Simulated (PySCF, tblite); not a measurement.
# C5H11BN2O2: geometry, infrared bands and NMR shifts

Aim: predict the infrared bands and NMR shifts of C5H11BN2O2 (`CC(=O)/C(C)=C\OB(N)N`).

Computed with tblite 0.8.0 and PySCF 2.14.0, with density-fitted response routines of our own, on a single molecule in the gas phase. Atoms are numbered from 0 throughout.

### Step 1. The starting structure

21 atoms, charge 0, multiplicity 1; geometry from: force field or distance geometry start.

Bonds of the start (Å): C0–C1 1.49, C1–O2 1.25, C1–C3 1.43, C3–C4 1.49, C3–C5 1.32, C5–O6 1.39, O6–B7 1.49, B7–N8 1.52, B7–N9 1.51, C0–H10 1.11, C0–H11 1.14, C0–H12 1.12, C4–H13 1.13, C4–H14 1.10, C4–H15 1.10, C5–H16 1.10, N8–H17 1.04, N8–H18 1.03, N9–H19 1.05, N9–H20 1.04.

### Step 2. Relaxing the molecule with GFN2-xTB

What the job is given:

```
{"job": {"kind": "relax", "xc": "GFN2-xTB", "basis": "xTB"}, "charge": 0, "multiplicity": 1}
C     -1.785600     1.049500     1.386200
C     -2.213700     0.088700     0.329200
O     -3.438800    -0.155200     0.247400
C     -1.320300    -0.585100    -0.568100
C     -1.908600    -1.541400    -1.551600
C     -0.008000    -0.453300    -0.587700
O      0.597600     0.417200     0.317200
B      2.090300     0.405700     0.334200
N      2.893600     1.302000    -0.595100
N      2.875600    -0.690400     1.024600
H     -1.260900     0.542100     2.222900
H     -2.715500     1.574200     1.779500
H     -1.125900     1.860300     0.987900
H     -1.136300    -2.341200    -1.736800
H     -2.852500    -1.980800    -1.189300
H     -2.011200    -0.968400    -2.485300
H      0.622100    -1.002200    -1.301400
H      3.530500     1.867200     0.009900
H      2.318900     1.894100    -1.213700
H      3.813500    -0.802800     0.556800
H      3.026300    -0.463400     2.032700
```

Launch:

```
> OMP_NUM_THREADS=1 python probes_run.py task.json out
```

The driver reads the jobs from task.json and runs them one after another.

**Question.** This job is followed by: GFN2-xTB harmonic vibrations, gas phase; GIAO PBE0/pcSseg-1 NMR shielding, non-relativistic, gas phase. What will the session give for the following? strongest single infrared mode (GFN2-xTB); zero-point energy (GFN2-xTB); ¹³C shifts against TMS (PBE0/pcSseg-1); ¹H shifts against TMS (PBE0/pcSseg-1, means over atoms taken as alike); ¹⁷O shifts against H2O (PBE0/pcSseg-1); ¹¹B shifts against BF3·OEt2 (PBE0/pcSseg-1); ¹⁵N shifts against NH3 (PBE0/pcSseg-1, means over atoms taken as alike).

As calculated:

```
                                                               quantity                                value
                              strongest single infrared mode (GFN2-xTB)                1232 cm⁻¹, 950 km/mol
                                           zero-point energy (GFN2-xTB)                       104.0 kcal/mol
                                 ¹³C shifts against TMS (PBE0/pcSseg-1)  199.8, 154.1, 123.2, 36.1, 18.0 ppm
 ¹H shifts against TMS (PBE0/pcSseg-1, means over atoms taken as alike)           7.17, 2.54, 1.89, 1.72 ppm
                                 ¹⁷O shifts against H2O (PBE0/pcSseg-1)                     655.6, 175.0 ppm
                            ¹¹B shifts against BF3·OEt2 (PBE0/pcSseg-1)                             19.9 ppm
¹⁵N shifts against NH3 (PBE0/pcSseg-1, means over atoms taken as alike)                             46.7 ppm
```

In words: Over 237 steps the energy fell by 1.841 eV; of the close pairs, B7–N8 changed most, 1.521 to 1.405 Å. All 57 modes are real, so the xTB geometry is a minimum. The strongest single mode, at 1232 cm⁻¹, is spread over many atoms; the largest shares are those of B7, C3. Unscaled tight-binding wavenumbers are off by several per cent, some by more. Its intensities can rank the bands wrongly. At PBE0/pcSseg-1: The largest span, 1246 ppm, is at O2, where the paramagnetic term is -714 ppm.
